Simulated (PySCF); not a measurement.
# C₃H₉PSi: electronic excitations and core binding energies

Aim: predict the electronic excitations and core binding energies of C₃H₉PSi (`[SiH3]C1CPC1`).

The runs use PySCF 2.14.0, with density-fitted response routines of our own; the level of theory stands in each step. All values are computed, except where a source is named. Atoms are numbered from 0 throughout.

### 1 The molecule as given

14 atoms, charge 0, multiplicity 1; geometry from: GFN2-xTB.

Bonds of the start (Å): Si0–C1 1.90, C1–C2 1.54, C2–P3 1.88, P3–C4 1.88, C4–C1 1.54, Si0–H5 1.46, Si0–H6 1.46, Si0–H7 1.46, C1–H8 1.09, C2–H9 1.09, C2–H10 1.09, P3–H11 1.41, C4–H12 1.09, C4–H13 1.09.

### 2 TDDFT and polarisability: PBE0/def2-SVPD

The job: settings as JSON, then the geometry in Å.

```
{"job": {"kind": "uv", "xc": "PBE0", "basis": "def2-SVPD", "nstates": 8, "ntriplets": 3}, "charge": 0, "multiplicity": 1}
Si     1.916358    -0.007072    -0.312672
C      0.039218    -0.291810    -0.413341
C     -0.685602    -0.601443     0.908701
P     -2.203446     0.357679     0.365634
C     -0.828296     0.926788    -0.775822
H      2.405028     0.369390    -1.639400
H      2.174796     1.072040     0.642061
H      2.552244    -1.243035     0.144091
H     -0.177545    -1.095263    -1.124609
H     -0.832262    -1.652130     1.155345
H     -0.223652    -0.102068     1.762877
H     -2.643702    -0.650587    -0.510923
H     -0.407946     1.862931    -0.402689
H     -1.085871     1.054108    -1.826396
```

Method: TDDFT PBE0/def2-SVPD, vertical, gas phase, core orbitals frozen in the response.

The program printed:

```text
coarse grid: 12088 points
cycle   1  E = -749.7555386112  dE =  3.044e-01  |g| = 3.024e-01  |ddm| = 4.678e+00
cycle   2  E = -749.7352303061  dE =  2.031e-02  |g| = 4.080e-01  |ddm| = 1.107e+00
cycle   3  E = -749.7807771450  dE = -4.555e-02  |g| = 3.807e-02  |ddm| = 6.382e-01
cycle   4  E = -749.7811992963  dE = -4.222e-04  |g| = 9.143e-03  |ddm| = 1.209e-01
cycle   5  E = -749.7812264410  dE = -2.714e-05  |g| = 2.838e-03  |ddm| = 2.955e-02
cycle   6  E = -749.7812288506  dE = -2.410e-06  |g| = 4.325e-04  |ddm| = 7.355e-03
final grid: 105824 points
cycle   7  E = -749.8720265867  dE = -2.457e-05  |g| = 6.888e-03  |ddm| = 1.024e-01
cycle   8  E = -749.8720109645  dE =  1.562e-05  |g| = 1.019e-02  |ddm| = 2.327e-02
cycle   9  E = -749.8720393995  dE = -2.843e-05  |g| = 3.526e-04  |ddm| = 1.474e-02
cycle  10  E = -749.8720394372  dE = -3.775e-08  |g| = 1.056e-04  |ddm| = 1.214e-03
cycle  11  E = -749.8720394401  dE = -2.921e-09  |g| = 3.975e-05  |ddm| = 2.865e-04
cycle  12  E = -749.8720394406  dE = -4.625e-10  |g| = 7.778e-06  |ddm| = 8.646e-05
converged SCF energy = -749.8720394406

Static polarisability (au): isotropic 87.465, principal 73.977 80.399 108.019

Singlet excitations
state   eV       nm        f      main configurations
  1   5.4376    228.0   0.02811   H->L 0.99
  2   5.7992    213.8   0.00974   H->L+1 0.95
  3   6.4360    192.6   0.01238   H->L+2 0.89
  4   6.7889    182.6   0.08426   H->L+3 0.74, H->L+4 0.16
  5   6.8909    179.9   0.18956   H->L+4 0.52, H->L+5 0.37
  6   7.0277    176.4   0.02364   H->L+5 0.53, H->L+4 0.26, H->L+3 0.18
  7   7.1703    172.9   0.00265   H-1->L 0.85, H->L+6 0.13
  8   7.3136    169.5   0.00280   H->L+6 0.85, H-1->L 0.12

Triplet excitations (Tamm-Dancoff, eV): 4.4611 5.1449 6.1066
```

Run time: 56 s. Hardware: 1 thread, shared host.

The orbitals next to the gap, with their largest atomic shares:

```
orbital     eV                        atoms
 HOMO−3  -9.50   Si0 31 %, H7 20 %, H5 19 %
 HOMO−2  -8.81    C2 26 %, C4 26 %, P3 23 %
 HOMO−1  -8.47    P3 18 %, C1 17 %, C2 11 %
   HOMO  -6.61    P3 53 %, C1 12 %, C4 10 %
   LUMO   0.06    P3 37 %, C4 12 %, C2 12 %
 LUMO+1   0.28    Si0 21 %, P3 13 %, C2 8 %
 LUMO+2   0.94  Si0 23 %, H11 16 %, P3 16 %
```

With each of the 8 states as a Gaussian band of 0.4 eV half-width at 1/e, the curve within the window shown has maxima at 226 nm (ε 1,300), 181 nm (ε 12,000) L/(mol cm). Beyond the last state computed it falls off for lack of states. The curve at chosen wavelengths:

(nm, ε (L/mol/cm)): (163, 550), (167, 2020), (170, 4184), (174, 8093), (178, 11301), (182, 11822), (185, 10355), (189, 7182), (193, 4188), (196, 2589), (200, 1347), (204, 836), (208, 743), (211, 818), (215, 1001), (219, 1190), (223, 1314), (226, 1338), (230, 1267), (234, 1099), (237, 934), (241, 701), (245, 489), (249, 318), (252, 221), (256, 129)

Further results of this job:

```
           property  computed
  dipole moment (D)      0.98
polarisability (Å³)     12.96
 HOMO–LUMO gap (eV)      6.67
      −ε(HOMO) (eV)      6.61
```

### 3 Core holes by ΔSCF: SCAN, X2C

Settings changed since step 2:

```diff
@@ -1,2 +1,2 @@
-{"job": {"kind": "uv", "xc": "PBE0", "basis": "def2-SVPD", "nstates": 8, "ntriplets": 3}, "charge": 0, "multiplicity": 1}
+{"job": {"kind": "xps"}, "charge": 0, "multiplicity": 1}
 Si     1.916358    -0.007072    -0.312672
```

Method: delta-SCF UKS SCAN, pcX-2 on the ionised atom, pcseg-1 elsewhere, spin-free X2C.

The program printed:

```text
ground state, core basis on atom 0 (Si), 165 functions
  cycle   1  E = -751.82581269  |g| = 4.42e-01
  cycle   2  E = -751.73396982  |g| = 7.13e-01
  cycle   3  E = -751.87976838  |g| = 7.11e-02
  cycle   4  E = -751.88131531  |g| = 2.13e-02
  cycle   5  E = -751.88145630  |g| = 8.39e-03
  cycle   6  E = -751.88147918  |g| = 1.27e-03
  cycle   7  E = -751.88147895  |g| = 5.08e-04
  cycle   8  E = -751.88147880  |g| = 1.50e-04
  E(ground) = -751.90010479 Eh
hole in Si 1s of atom 0
  cycle   1  E = -682.96928072  |g| = 4.35e+00
  cycle   2  E = -682.03906587  |g| = 2.39e+00
  cycle   3  E = -676.78863915  |g| = 2.46e+00
  cycle   4  E = -683.96825210  |g| = 3.17e-01
  cycle   5  E = -684.00701346  |g| = 2.01e-01
  cycle   6  E = -684.02958982  |g| = 5.02e-02
  cycle   7  E = -684.03098663  |g| = 2.28e-02
  cycle   8  E = -684.03127141  |g| = 7.58e-03
  cycle   9  E = -684.03130284  |g| = 2.84e-03
  cycle  10  E = -684.03130668  |g| = 5.97e-04
  cycle  11  E = -684.03130778  |g| = 2.55e-04
  E(ion) = -684.05771550 Eh   <S^2> = 0.7523   hole on atom = 1.000   binding energy = 1846.085 eV
hole in Si 2p of atom 0
  cycle   1  E = -747.62605140  |g| = 1.23e+00
  cycle   2  E = -746.55629513  |g| = 1.51e+00
  cycle   3  E = -747.73184059  |g| = 5.39e-01
  cycle   4  E = -747.94584558  |g| = 1.03e-01
  cycle   5  E = -747.94741179  |g| = 9.48e-02
  cycle   6  E = -747.95228700  |g| = 2.93e-02
  cycle   7  E = -747.95276142  |g| = 5.12e-03
  cycle   8  E = -747.95277434  |g| = 1.95e-03
  cycle   9  E = -747.95277726  |g| = 5.93e-04
  cycle  10  E = -747.95277717  |g| = 2.12e-04
  E(ion) = -747.98271648 Eh   <S^2> = 0.7526   hole on atom = 1.002   binding energy = 106.598 eV
  2p3/2 = 106.398 eV   2p1/2 = 107.021 eV
ground state, core basis on atom 1 (C), 154 functions
  cycle   1  E = -751.78960247  |g| = 6.18e-02
  cycle   2  E = -751.78961524  |g| = 2.55e-02
  cycle   3  E = -751.78968893  |g| = 2.02e-02
  cycle   4  E = -751.78980208  |g| = 5.05e-03
  cycle   5  E = -751.78980771  |g| = 9.26e-04
  cycle   6  E = -751.78980900  |g| = 1.56e-04
  E(ground) = -751.84978156 Eh
hole in C 1s of atom 1
  cycle   1  E = -740.53689215  |g| = 1.52e+00
  cycle   2  E = -739.50863960  |g| = 2.05e+00
  cycle   3  E = -741.06348906  |g| = 3.67e-01
  cycle   4  E = -741.11713686  |g| = 1.15e-01
  cycle   5  E = -741.12249820  |g| = 5.85e-02
  cycle   6  E = -741.12434610  |g| = 1.04e-02
  cycle   7  E = -741.12440103  |g| = 5.13e-03
  cycle   8  E = -741.12442104  |g| = 1.68e-03
  cycle   9  E = -741.12442258  |g| = 8.15e-04
  cycle  10  E = -741.12442273  |g| = 2.35e-04
  E(ion) = -741.18306506 Eh   <S^2> = 0.7714   hole on atom = 1.000   binding energy = 290.256 eV
ground state, core basis on atom 2 (C), 154 functions
  cycle   1  E = -751.78913917  |g| = 5.77e-02
  cycle   2  E = -751.78907947  |g| = 2.28e-02
  cycle   3  E = -751.78905294  |g| = 2.47e-02
  cycle   4  E = -751.78920772  |g| = 2.57e-03
  cycle   5  E = -751.78920733  |g| = 5.61e-04
  cycle   6  E = -751.78920733  |g| = 6.83e-05
  E(ground) = -751.84924242 Eh
hole in C 1s of atom 2
  cycle   1  E = -740.53383863  |g| = 1.52e+00
  cycle   2  E = -739.52775282  |g| = 2.01e+00
  cycle   3  E = -741.05263156  |g| = 3.79e-01
  cycle   4  E = -741.11036343  |g| = 1.33e-01
  cycle   5  E = -741.11960782  |g| = 3.92e-02
  cycle   6  E = -741.12038942  |g| = 1.37e-02
  cycle   7  E = -741.12048529  |g| = 5.57e-03
  cycle   8  E = -741.12050736  |g| = 2.06e-03
  cycle   9  E = -741.12051166  |g| = 1.32e-03
  cycle  10  E = -741.12051376  |g| = 6.04e-04
  cycle  11  E = -741.12051261  |g| = 1.44e-04
  E(ion) = -741.17965211 Eh   <S^2> = 0.7741   hole on atom = 1.000   binding energy = 290.334 eV
ground state, core basis on atom 3 (P), 165 functions
  cycle   1  E = -751.90487713  |g| = 3.40e-01
  cycle   2  E = -751.90453718  |g| = 4.93e-02
  cycle   3  E = -751.90347957  |g| = 7.93e-02
  cycle   4  E = -751.90525439  |g| = 6.76e-03
  cycle   5  E = -751.90526633  |g| = 3.43e-03
  cycle   6  E = -751.90526712  |g| = 2.95e-04
  E(ground) = -751.93488786 Eh
hole in P 1s of atom 3
  cycle   1  E = -671.75447581  |g| = 4.72e+00
  cycle   2  E = -669.53930368  |g| = 2.91e+00
  cycle   3  E = -658.79560883  |g| = 3.28e+00
  cycle   4  E = -672.80808890  |g| = 4.16e-01
  cycle   5  E = -672.74887478  |g| = 5.38e-01
  cycle   6  E = -672.90344050  |g| = 7.18e-02
  cycle   7  E = -672.90580434  |g| = 4.11e-02
  cycle   8  E = -672.90673619  |g| = 8.78e-03
  cycle   9  E = -672.90677455  |g| = 3.08e-03
  cycle  10  E = -672.90678001  |g| = 1.20e-03
  cycle  11  E = -672.90678120  |g| = 4.31e-04
  E(ion) = -672.93695423 Eh   <S^2> = 0.7524   hole on atom = 1.000   binding energy = 2149.643 eV
hole in P 2p of atom 3
  cycle   1  E = -746.49370500  |g| = 1.39e+00
  cycle   2  E = -745.25922331  |g| = 1.76e+00
  cycle   3  E = -746.71391032  |g| = 4.72e-01
  cycle   4  E = -746.87823972  |g| = 1.18e-01
  cycle   5  E = -746.88395871  |g| = 5.47e-02
  cycle   6  E = -746.88566984  |g| = 2.42e-02
  cycle   7  E = -746.88595672  |g| = 7.08e-03
  cycle   8  E = -746.88597919  |g| = 3.58e-03
  cycle   9  E = -746.88598713  |g| = 1.20e-03
  cycle  10  E = -746.88598786  |g| = 4.83e-04
  E(ion) = -746.92605245 Eh   <S^2> = 0.7539   hole on atom = 1.002   binding energy = 136.297 eV
  2p3/2 = 136.083 eV   2p1/2 = 136.977 eV
```

Wall time 3.7 min (1 thread, shared host).

Binding energies by hole, beside the orbital energy of the ground state; the difference holds orbital relaxation and, for a density functional, its self-interaction error:

```
       hole  stands for                                        environment  ΔSCF (eV; 2p as the shell's mean)  −ε (eV)   ⟨S²⟩
Si1s on Si0         Si0                           silicon bonded to C, 3 H                            1846.09   1793.0  0.752
Si2p on Si0         Si0                           silicon bonded to C, 3 H                             106.61     95.9  0.753
  C1s on C1          C1                                sp3 CH bonded to Si                             290.26    273.8  0.771
  C1s on C2      C2, C4                                sp3 CH2 bonded to P                             290.33    273.9  0.774
  P1s on P3          P3  phosphorus bonded to 2 C, H, in a 4-membered ring                            2149.64   2092.5  0.752
  P2p on P3          P3  phosphorus bonded to 2 C, H, in a 4-membered ring                             136.38    125.5  0.754
```

Each hole run stands for the others of its class of like atoms.

With the spin-orbit splitting: Si0 2p3/2 106.40, 2p1/2 107.02 eV; P3 2p3/2 136.08, 2p1/2 136.98 eV. The table gives each 2p level as the mean over the whole 2p shell (two parts 2p3/2, one part 2p1/2), which differs a little from the single hole in the log.

### 4 Outcome

| quantity | value |
| --- | --- |
| lowest singlet (PBE0/def2-SVPD) | 5.44 eV (228 nm), f = 0.028 |
| brightest single state of those computed | state 5, 6.89 eV, f = 0.190 |
| lowest triplet | 4.46 eV |
| C1s binding energies, SCAN/pcX-2 | C2 290.33, C1 290.26 eV |
| Si1s binding energies, SCAN/pcX-2 | Si0 1846.09 eV |
| Si2p binding energies, SCAN/pcX-2 | Si0 106.61 eV |
| P1s binding energies, SCAN/pcX-2 | P3 2149.64 eV |
| P2p binding energies, SCAN/pcX-2 | P3 136.38 eV |

What this shows: The lowest singlet, at 5.44 eV, is HOMO→LUMO 0.99 and is weak; of the 8 states computed, the strongest absorption comes from state 5 at 6.89 eV. The lowest triplet lies 0.98 eV below the lowest singlet (triplets in Tamm-Dancoff, singlets in full TDDFT). States above −ε(HOMO) lie where TDDFT describes them poorly and they hang on the basis; the brightest is among them. The C1s levels computed lie within 0.08 eV of one another, too close to rank.
